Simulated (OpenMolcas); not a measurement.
# Br2 (bromine): levels of theory compared

We compute a comparison of 6 runs (HF/STO-3G, B3LYP/6-31G*, BLYP/aug-cc-pVTZ, r2SCAN/aug-cc-pVTZ, revPBE/aug-cc-pVTZ, CCSD(T)/aug-cc-pVTZ) of Br2 (bromine). 

The results are computed with OpenMolcas 26.06.

### 1 The structure to begin with

Br2 has 2 atoms, charge 0, and is taken as a singlet. SMILES: `BrBr`. The Br1–Br2 distance was set to 2.966 Å, away from the relaxed value.

Bond lengths: Br1–Br2 2.966 Å.

### 2 A single-point energy at HF/STO-3G (run 1)

Input file job.inp:

```
&GATEWAY
 BasLib = $CurrDir
 Coord
 2
 angstrom
 Br       1.556768      -0.520624       0.797632
 Br      -0.972980       0.325390      -0.498520
 Basis = STO-3G
 Group = NoSym

&SEWARD

&SCF
 Thresholds = 1e-10 1e-07 1e-07 1e-05
 PrOrbitals = 0
```

The basis set STO-3G is read from a file made from the Basis Set Exchange's data (not shown).

Run with:

```sh
$ export MOLCAS_MEM=1860
$ pymolcas job.inp > job.log
```

Output:

```text
--- Start Module: gateway ---
[...]
--- Stop Module: gateway /rc=_RC_ALL_IS_WELL_ ---
--- Start Module: seward ---
[...]
      Basis functions           36
--- Stop Module: seward /rc=_RC_ALL_IS_WELL_ ---
--- Start Module: scf ---
[...]
       Convergence after   8 Iterations
[...]
::    Total SCF energy                              -5089.2254874705
[...]
      Total spin, S                                     0.0000000000
[...]
      Total electronic charge=   70.000000
      Total            charge=   -0.000000
[...]
      Dipole Moment (debye):
      Origin of the operator (angstrom)=    0.2919   -0.0976    0.1496
                   X=  6.4167E-15               Y=  6.7459E-14               Z= -1.4181E-13           Total=  1.5717E-13
      Quadrupole Moment (debye*angstrom):
[...]
--- Stop Module: scf /rc=_RC_ALL_IS_WELL_ ---
[...]
```

Run time: 1.6 s. Hardware: 1 thread of Arm Neoverse V1, shared host; peak memory 0.37 GiB.

### 3 The energy at B3LYP/6-31G(d) (Cartesian functions) (run 2)

Input file job.inp:

```
* Br2 Kohn-Sham DFT

&gateway
 baslib=$CurrDir
 coord
 2
 angstrom
 Br       1.556768      -0.520624       0.797632
 Br      -0.972980       0.325390      -0.498520
 basis=6-31Gs
 group=NoSym

&seward
 gridinput
 Grid=UltraFine
 End of Grid

&scf
 ksdft=B3LYP
 thresholds=1e-10 1e-07 1e-07 1e-05
 prorbitals=1 2
```

The basis set 6-31G* is read from a file made from the Basis Set Exchange's data (not shown).

Run with:

```sh
$ export MOLCAS_MEM=1860
$ pymolcas job.inp > job.log
```

Output:

```text
--- Start Module: gateway ---
[...]
--- Stop Module: gateway /rc=_RC_ALL_IS_WELL_ ---
--- Start Module: seward ---
[...]
      Basis functions           70
--- Stop Module: seward /rc=_RC_ALL_IS_WELL_ ---
[...]
--- Start Module: scf ---
[...]
       Convergence after  11 Iterations
[...]
::    Total KS-DFT energy                           -5147.7084216746
[...]
      Total spin, S                                     0.0000000000
[...]
      Total electronic charge=   70.000000
      Total            charge=   -0.000000
[...]
      Dipole Moment (debye):
      Origin of the operator (angstrom)=    0.2919   -0.0976    0.1496
                   X= -7.7534E-09               Y=  2.5930E-09               Z= -3.9728E-09           Total=  9.0896E-09
      Quadrupole Moment (debye*angstrom):
[...]
--- Stop Module: scf /rc=_RC_ALL_IS_WELL_ ---
[...]
```

Wall time 6.3 s (1 thread of Arm Neoverse V1, shared host); peak memory 0.41 GiB.

Runs 3 to 5 aren't shown in full; the table further down has their settings and results.

### 4 A single-point energy at CCSD(T)/aug-cc-pVTZ (Cholesky decomposition) (run 6)

Input file calc.input:

```
>>> EXPORT MOLCAS_PRINT=2
&GATEWAY
BasLib=$CurrDir
Coord
2
bohr
Br     2.94186516    -0.98383677     1.50730603
Br    -1.83866572     0.61489798    -0.94206627
Basis=aug-cc-pVTZ
Group=NoSym
&SEWARD
High
&SCF
Thresholds=1e-10 1e-07 1e-07 1e-05
PrOrbitals=0
&CHCC
Frozen=18
Threshold=1e-08
MaxIterations=80
&CHT3
Frozen=18
```

The basis set aug-cc-pVTZ is read from a file made from the Basis Set Exchange's data (not shown).

Run with:

```sh
$ export MOLCAS_MEM=1860
$ pymolcas calc.input > calc.log
```

Output:

```text
--- Start Module: gateway ---
[...]
--- Stop Module: gateway /rc=_RC_ALL_IS_WELL_ ---
[...]
      Basis functions          118
[...]
       Convergence after  11 Iterations
[...]
::    Total SCF energy                              -5144.8471800240
[...]
      Total spin, S                                     0.0000000000
[...]
      Total electronic charge=   70.000000
      Total            charge=   -0.000000
[...]
      Dipole Moment (debye):
      Origin of the operator (angstrom)=    0.2919   -0.0976    0.1496
                   X=  1.1334E-07               Y= -4.3254E-08               Z=  6.6229E-08           Total=  1.3821E-07
      Quadrupole Moment (debye*angstrom):
[...]
--- Start Module: chcc ---
[...]
--- Stop Module: chcc /rc=_RC_ALL_IS_WELL_ ---
[...]
--- Start Module: cht3 ---
[...]
--- Stop Module: cht3 /rc=_RC_ALL_IS_WELL_ ---
[...]
```

Run time: 9.5 min. Hardware: 1 thread of Arm Neoverse V1, shared host; peak memory 0.27 GiB.

### 5 All runs side by side

```
run                                         level  Cartesian functions  integration grid   energy (Eh)  dipole moment (D) of the reference  HOMO energy (eV)  LUMO energy (eV)  wall time
  1                                     HF/STO-3G                   no                 –  -5089.225487                                0.00             -8.76              0.06      1.6 s
  2            B3LYP/6-31G* (Cartesian functions)                  yes         UltraFine  -5147.708422                                0.00             -8.53             -6.63      6.3 s
  3                              BLYP/aug-cc-pVTZ                   no         UltraFine  -5148.415216                                0.00             -7.36             -6.99       28 s
  4                            r2SCAN/aug-cc-pVTZ                   no         UltraFine  -5148.310216                                0.00             -7.87             -7.27       27 s
  5                            revPBE/aug-cc-pVTZ                   no         UltraFine  -5147.911975                                0.00             -7.49             -7.06       29 s
  6  CCSD(T)/aug-cc-pVTZ (Cholesky decomposition)                   no                 –  -5145.369829                                0.00            -11.98             -3.26    9.5 min
```

### 6 Results

```
                                           quantity           value
                                run 6: total energy  -5145.36983 Eh
          run 6: dipole moment (mean-field density)          0.00 D
         run 6: HOMO energy (Hartree–Fock orbitals)       -11.98 eV
         run 6: LUMO energy (Hartree–Fock orbitals)        -3.26 eV
       run 6: HOMO–LUMO gap (Hartree–Fock orbitals)         8.72 eV
run 6: correlation energy (18 core orbitals frozen)      -522.6 mEh
                              run 6: (T) correction      -26.68 mEh
```

In words: Over runs 1, 2, 3, 4, 5 the HOMO–LUMO gap runs from 0.38 eV (BLYP/aug-cc-pVTZ) to 8.82 eV (HF/STO-3G). The two ends differ in method and basis. Totals of different functionals can't be ranked against each other. In run 1 the basis is minimal, so the values are rough. All runs together took 11 min, the longest 9.5 min.
